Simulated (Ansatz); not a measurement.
**C2H5F2In: a ladder of functionals and wavefunction methods**

One table from this session's results is given with a row withheld; the runs are named, their logs left out.

Method: functionals in def2-TZVPP, the program's frozen cores in correlated methods; program: Ansatz 0.2.0, Gaussian basis.

Levels to be run: LDA (SPW92), PBE-D4, revPBE-D4, BLYP-D4, r2SCAN-D4, B97M-V, PBE0-D4, B3LYP-D4, r2SCANh-D4, r2SCAN0-D4, HSE06-D4, BHLYP-D4, CAM-B3LYP-D4, LC-ωPBE, ωB97X-V, ωB97M-V, B2PLYP, PBE-QIDH; CCSD(T)/def2-SVP; CCSD(T)/def2-TZVPP; MP2/def2-QZVPP; extrapolation to the limit; RPA on PBE.

2 further runs of the same task are left out: 2 for a known fault of the program. Runs told in other sessions of the task aren't counted.

### The relaxed structure

An earlier PBE0-D4 in a triple-zeta def2 set relaxation fixed the geometry. In takes the def2 core potential; no spin-orbit term is included.

10 atoms, charge 0, spin multiplicity 1.

Atoms are counted from 1 here; the program's logs count them from 0.

Bond lengths: C1–C2 1.507 Å, C1–H6 1.094 Å, C1–H7 1.093 Å, C1–H8 1.092 Å, C2–F3 1.395 Å, C2–In4 2.174 Å, C2–H9 1.095 Å, In4–F5 1.974 Å, In4–H10 1.703 Å. Angles: C2–C1–H6 110.5°, C2–C1–H7 109.6°, C2–C1–H8 111.9°, H6–C1–H7 108.6°, H6–C1–H8 108.0°, H7–C1–H8 108.2°, C1–C2–F3 109.9°, C1–C2–In4 112.5°, C1–C2–H9 110.0°, F3–C2–In4 110.2°, F3–C2–H9 106.7°, In4–C2–H9 107.3°, C2–In4–F5 104.3°, C2–In4–H10 144.5°, F5–In4–H10 111.2°.

Set-up of the first run:

File in.yaml:

```yaml
crystal:
  periodic: [false, false, false]
  atoms:
    - {symbol: C, position_ang: [-0.945190, -0.923744, 0.076008]}
    - {symbol: C, position_ang: [0.419566, -0.432452, 0.485098]}
    - {symbol: F, position_ang: [0.526248, -0.427552, 1.875881]}
    - {symbol: In, position_ang: [0.865112, 1.541162, -0.310137]}
    - {symbol: F, position_ang: [0.376130, 1.420956, -2.219289]}
    - {symbol: H, position_ang: [-1.110913, -1.942102, 0.440876]}
    - {symbol: H, position_ang: [-1.022202, -0.926371, -1.014094]}
    - {symbol: H, position_ang: [-1.741219, -0.289686, 0.472330]}
    - {symbol: H, position_ang: [1.190915, -1.115183, 0.113002]}
    - {symbol: H, position_ang: [1.441554, 3.094962, 0.080325]}
basis:
  gaussian: {orbitals: def2-TZVPP}
hamiltonian: {xc: lda}
output: {orbitals: {seedname: orbitals}}
```

Started as:

```bash
$ ansatz run in.yaml --threads 4 --pin off --events-out ev --progress --plain --max-ram 10444MiB
```

Among the steps run: LDA; PBE-D4 (GGA); revPBE-D4 (GGA); BLYP-D4 (GGA); r2SCAN-D4 (meta-GGA); B97M-V (meta-GGA); B3LYP-D4 (hybrid); r2SCANh-D4 (hybrid); r2SCAN0-D4 (hybrid); HSE06-D4 (hybrid); BHLYP-D4 (hybrid); CAM-B3LYP-D4 (range-separated); LC-ωPBE (range-separated); ωB97X-V (range-separated); ωB97M-V (range-separated); B2PLYP (double hybrid); PBE-QIDH (double hybrid).

One table of the session follows, with a row left open; its other results are not shown here.

It belongs to the step «Frontier levels by functional». 

```
  functional  HOMO (eV)  LUMO (eV)  gap (eV)
 LDA (SPW92)      -6.53      -2.65      3.89
      PBE-D4      -6.35      -2.36      3.99
   revPBE-D4      -6.28      -2.24      4.04
     BLYP-D4      -6.28      -2.36      3.91
   r2SCAN-D4      -6.60      -2.10      4.51
      B97M-V      -6.68      -2.39      4.29
     PBE0-D4      -7.63      -1.66      5.97
    B3LYP-D4      -7.46      -1.97      5.49
  r2SCANh-D4      -7.09      -1.85      5.23
  r2SCAN0-D4          ?          ?         ?
    HSE06-D4      -7.24      -2.02      5.22
    BHLYP-D4      -8.85      -1.09      7.76
CAM-B3LYP-D4      -8.99      -0.91      8.08
     LC-ωPBE     -10.24       0.26     10.49
     ωB97X-V      -9.91       0.10     10.01
     ωB97M-V      -9.80      -0.22      9.58
```

Q: Estimate the row for r2SCAN0-D4 from the others.

Worked estimate for «HOMO (eV)». Against the share of exact exchange, r2SCAN-D4 (0, -6.60), r2SCANh-D4 (0.1, -7.09) give a slope of -4.90 per unit share; at 0.25 the line stands at -7.82.

**Answer.** HOMO (eV): -7.81; LUMO (eV): -1.50; gap (eV): 6.31. In «HOMO (eV)» the line misses by -0.01.
